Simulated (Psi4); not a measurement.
# C2H5FSi (SMILES F/C=C/[SiH3]): r2SCAN/cc-pVDZ

Aim: the vertical ionisation energy of C2H5FSi at r2SCAN/cc-pVDZ, from 2 runs. 

Program for the calculation: Psi4 1.11.

1 further run of the same task is left out (set aside as unsound or not needed).

### 1 The structure to begin with

C2H5FSi: 9 atoms, total charge 0, spin state singlet. As SMILES, `F/C=C/[SiH3]`. Geometry: relaxed at PBE0-D4/def2-TZVP.

Bond lengths: F1–C2 1.336 Å, C2–C3 1.322 Å, C3–Si4 1.852 Å, C2–H5 1.086 Å, C3–H6 1.087 Å, Si4–H7 1.487 Å, Si4–H8 1.487 Å, Si4–H9 1.487 Å. Some angles: F1–C2–C3 122.8°, C2–C3–Si4 121.1°, F1–C2–H5 111.4°, C3–C2–H5 125.9°, C2–C3–H6 117.6°, Si4–C3–H6 121.3°, C3–Si4–H7 110.8°, C3–Si4–H8 110.8°, C3–Si4–H9 108.6°, H7–Si4–H8 107.9°.

### 2 Energy and forces at r2SCAN/cc-pVDZ

File calc.inp:

```
memory 1600 MB

molecule mol {
  F
  C 1 r2
  C 2 r3 1 a3
  Si 3 r4 2 a4 1 d4
  H 2 r5 3 a5 4 d5
  H 3 r6 2 a6 5 d6
  H 4 r7 3 a7 6 d7
  H 4 r8 7 a8 3 d8
  H 4 r9 7 a9 8 d9

  r2 = 1.33558
  r3 = 1.321887
  a3 = 122.76966
  r4 = 1.851822
  a4 = 121.08732
  d4 = -179.99553
  r5 = 1.085721
  a5 = 125.87484
  d5 = 0.00928
  r6 = 1.08715
  a6 = 117.58484
  d6 = -179.99853
  r7 = 1.486681
  a7 = 110.82332
  d7 = -59.90171
  r8 = 1.486785
  a8 = 107.92382
  d8 = -121.51117
  r9 = 1.486711
  a9 = 109.33696
  d9 = -118.83256
  symmetry c1
}

set {
  basis                cc-pVDZ
  puream               true
  e_convergence        1e-09
  d_convergence        1e-08
  scf_type             pk
  dft_radial_points    99
  dft_spherical_points 590
}

gradient("r2scan")
print_variables()
```

Command:

```
$ psi4 -i calc.inp -o calc.out -n 1
```

calc.out:

```text
[...]
  Running in c1 symmetry.
[...]
  Nuclear repulsion =  148.950236211460322
[...]
  Multiplicity = 1
[...]
  Nalpha       = 20
  Nbeta        = 20
[...]
    Number of basis functions: 85
[...]
   @RKS iter   1:  -468.15625904433040   -2.05888e-01   7.72568e-03 DIIS/ADIIS
[...]
   @RKS iter  12:  -468.40328691784811   -1.76215e-12   3.68299e-09 DIIS
[...]
    Orbital Energies [Eh]
    ---------------------
    Doubly Occupied:
       1A    -65.843666     2A    -24.520026     3A    -10.141264
       4A    -10.045524     5A     -5.212403     6A     -3.554426
       7A     -3.553989     8A     -3.553833     9A     -1.195210
      10A     -0.745747    11A     -0.581241    12A     -0.515864
      13A     -0.486362    14A     -0.432893    15A     -0.425922
      16A     -0.339509    17A     -0.328276    18A     -0.322971
      19A     -0.319252    20A     -0.246784
[...]
  @RKS Final Energy:  -468.40328691784811
   => Energetics <=
    Nuclear Repulsion Energy =            148.9502362114603216
    One-Electron Energy =                -941.6756429841973386
    Two-Electron Energy =                 368.2912040915628040
    DFT Exchange-Correlation Energy =     -43.9690842366739574
    Empirical Dispersion Energy =           0.0000000000000000
    VV10 Nonlocal Energy =                  0.0000000000000000
    Total Energy =                       -468.4032869178481064
[...]
 Multipole Moments:
 ------------------------------------------------------------------------------------
     Multipole            Electronic (a.u.)      Nuclear  (a.u.)        Total (a.u.)
 ------------------------------------------------------------------------------------
 L = 1.  Multiply by 2.5417464519 to convert [e a0] to [Debye]
 Dipole X            :         -0.0000602           -0.0000426           -0.0001028
 Dipole Y            :          1.6663115           -1.5861126            0.0801988
 Dipole Z            :         -7.1231902            7.2903023            0.1671121
 Magnitude           :                                                    0.1853600
[...]
  -Total Gradient:
     Atom            X                  Y                   Z
    ------   -----------------  -----------------  -----------------
       1        0.000000510413    -0.000300170298     0.010023440902
       2       -0.000006193299    -0.006932365437     0.003719197037
       3        0.000007684398     0.007862490822    -0.007714861397
       4       -0.000036767559     0.000436454547    -0.001860630000
       5        0.000001948075    -0.006906129194    -0.002850583640
       6       -0.000000292755     0.005759962094     0.003684487336
       7        0.003388879000     0.001906419679    -0.001810835222
       8       -0.003357644598     0.001892600686    -0.001799760179
       9        0.000001743971    -0.003783008495    -0.001246575445
[...]
```

Run time: 65 s. Hardware: 1 thread of Intel Xeon Platinum 8559C (Emerald Rapids), shared host; peak memory 1.1 GiB.

### 3 The doublet cation, same level

File run.py:

```python
import psi4

psi4.set_memory(1600000000)
psi4.set_num_threads(1)
psi4.set_output_file('c2h5fsi.out', False)

molecule = psi4.geometry("""
1 2
F
C 1 1.33558
C 2 1.321887 1 122.76966
Si 3 1.851822 2 121.08732 1 -179.99553
H 2 1.085721 3 125.87484 4 0.00928
H 3 1.08715 2 117.58484 5 -179.99853
H 4 1.486681 3 110.82332 6 -59.90171
H 4 1.486785 7 107.92382 3 -121.51117
H 4 1.486711 7 109.33696 8 -118.83256
units angstrom
symmetry c1
no_reorient
no_com
""")

psi4.set_options({
    'reference': 'uks',
    'puream': True,
    'e_convergence': 1e-09,
    'd_convergence': 1e-08,
    'scf_type': 'pk',
    'dft_radial_points': 99,
    'dft_spherical_points': 590,
    'maxiter': 100,
})

result, w = psi4.gradient('r2scan/cc-pVDZ', molecule=molecule, return_wfn=True)
psi4.oeprop(w, 'MULLIKEN_CHARGES', 'QUADRUPOLE', 'DIPOLE', title='R2SCAN')
print('gradient / Eh bohr^-1')
print(result.np.round(6))
print(f'energy = {w.energy():.10f} Eh')
for k, v in sorted(psi4.core.scalar_variables().items()):
    print(f'{k:45s} {v:18.10f}')
```

Command:

```
$ python run.py
```

c2h5fsi.out:

```text
[...]
  Running in c1 symmetry.
[...]
  Nuclear repulsion =  148.950236211460322
[...]
  Multiplicity = 2
[...]
  Nalpha       = 20
  Nbeta        = 19
[...]
    Number of basis functions: 85
[...]
   @UKS iter   1:  -467.89303259879506    5.73389e-02   6.07761e-03 DIIS/ADIIS
[...]
   @UKS iter  14:  -468.04257203341643   -5.28644e-12   9.47780e-09 DIIS
[...]
   @S^2 Observed:                7.551777273E-01
[...]
  @UKS Final Energy:  -468.04257203341643
   => Energetics <=
    Nuclear Repulsion Energy =            148.9502362114603216
    One-Electron Energy =                -931.8856771168474324
    Two-Electron Energy =                 358.5211929059886415
    DFT Exchange-Correlation Energy =     -43.6283240340179290
    Empirical Dispersion Energy =           0.0000000000000000
    VV10 Nonlocal Energy =                  0.0000000000000000
    Total Energy =                       -468.0425720334164339
[...]
  -Total Gradient:
     Atom            X                  Y                   Z
    ------   -----------------  -----------------  -----------------
       1        0.000003333461     0.005757104183    -0.034274807529
       2       -0.000011740008    -0.067726907701     0.076872316735
       3        0.000011254373     0.064813291499    -0.032516726263
       4       -0.000036214789    -0.016272003511    -0.020226154559
       5        0.000001710215    -0.008842106050    -0.002194397015
       6       -0.000002201172     0.008185675153     0.004945419042
       7        0.006063632579     0.007743002673     0.002198921412
       8       -0.006032332960     0.007730215526     0.002210447585
       9        0.000002518347    -0.001416877026     0.003162046327
[...]
 Multipole Moments:
 ------------------------------------------------------------------------------------
     Multipole            Electronic (a.u.)      Nuclear  (a.u.)        Total (a.u.)
 ------------------------------------------------------------------------------------
 L = 1.  Multiply by 2.5417464519 to convert [e a0] to [Debye]
 Dipole X            :         -0.0000147           -0.0000426           -0.0000573
 Dipole Y            :          1.3999782           -1.5861126           -0.1861345
 Dipole Z            :         -6.6725320            7.2903023            0.6177703
 Magnitude           :                                                    0.6452025
 L = 2.  Multiply by 1.3450342976 to convert [e a0^2] to [Debye ang]
 Quadrupole XX       :        -30.9294631           10.3226019          -20.6068612
 Quadrupole XY       :         -0.0034394            0.0036032            0.0001638
[...]
```

Standard output:

```text
gradient / Eh bohr^-1
[[ 3.0000e-06  5.7570e-03 -3.4275e-02]
 [-1.2000e-05 -6.7727e-02  7.6872e-02]
 [ 1.1000e-05  6.4813e-02 -3.2517e-02]
 [-3.6000e-05 -1.6272e-02 -2.0226e-02]
 [ 2.0000e-06 -8.8420e-03 -2.1940e-03]
 [-2.0000e-06  8.1860e-03  4.9450e-03]
 [ 6.0640e-03  7.7430e-03  2.1990e-03]
 [-6.0320e-03  7.7300e-03  2.2100e-03]
 [ 3.0000e-06 -1.4170e-03  3.1620e-03]]
energy = -468.0425720334 Eh
CURRENT ENERGY                                   -468.0425720334
CURRENT REFERENCE ENERGY                         -468.0425720334
DD SOLVATION ENERGY                                 0.0000000000
DFT FUNCTIONAL TOTAL ENERGY                      -468.0425720334
DFT TOTAL ENERGY                                 -468.0425720334
DFT VV10 ENERGY                                     0.0000000000
DFT XC ENERGY                                     -43.6283240340
GRID ELECTRONS ALPHA                               19.9999997453
GRID ELECTRONS BETA                                18.9999997316
GRID ELECTRONS TOTAL                               38.9999994769
NUCLEAR REPULSION ENERGY                          148.9502362115
ONE-ELECTRON ENERGY                              -931.8856771168
PCM POLARIZATION ENERGY                             0.0000000000
PE ENERGY                                           0.0000000000
SCF ITERATION ENERGY                             -468.0425720334
SCF ITERATIONS                                     14.0000000000
SCF TOTAL ENERGY                                 -468.0425720334
TWO-ELECTRON ENERGY                               358.5211929060
XC GRID RADIAL POINTS                              99.0000000000
XC GRID SPHERICAL POINTS                          590.0000000000
XC GRID TOTAL POINTS                           499025.0000000000
```

Run time: 92 s. Hardware: 1 thread of Intel Xeon Platinum 8559C (Emerald Rapids), shared host; peak memory 1.1 GiB.

### 4 Results

Level: r2SCAN/cc-pVDZ.

| quantity | value |
| --- | --- |
| singlet C2H5FSi: total energy | -468.40329 Eh |
| singlet C2H5FSi: dipole moment | 0.47 D |
| singlet C2H5FSi: HOMO energy | -6.72 eV |
| singlet C2H5FSi: LUMO energy | -0.85 eV |
| singlet C2H5FSi: HOMO–LUMO gap | 5.86 eV |
| singlet C2H5FSi: largest force on an atom | 0.566 eV/Å |
| doublet cation: total energy | -468.04257 Eh |
| doublet cation: HOMO energy (highest over α and β) | -14.15 eV |
| doublet cation: LUMO energy (lowest over α and β) | -12.81 eV |
| doublet cation: ⟨S²⟩ | 0.755 |
| doublet cation: largest force on an atom | 5.268 eV/Å |
| vertical ionisation energy (to the doublet cation) | 9.816 eV |

The vertical ionisation energy comes to 9.82 eV (226 kcal/mol). The largest force (singlet C2H5FSi) is 0.57 eV/Å: the shape isn't a stationary point for this species at this level. −ε(HOMO) before ionisation, 6.72 eV, is 3.10 eV below this ionisation energy. Mulliken charges (doublet cation) run from -0.09 on C3 to +0.34 on C2.
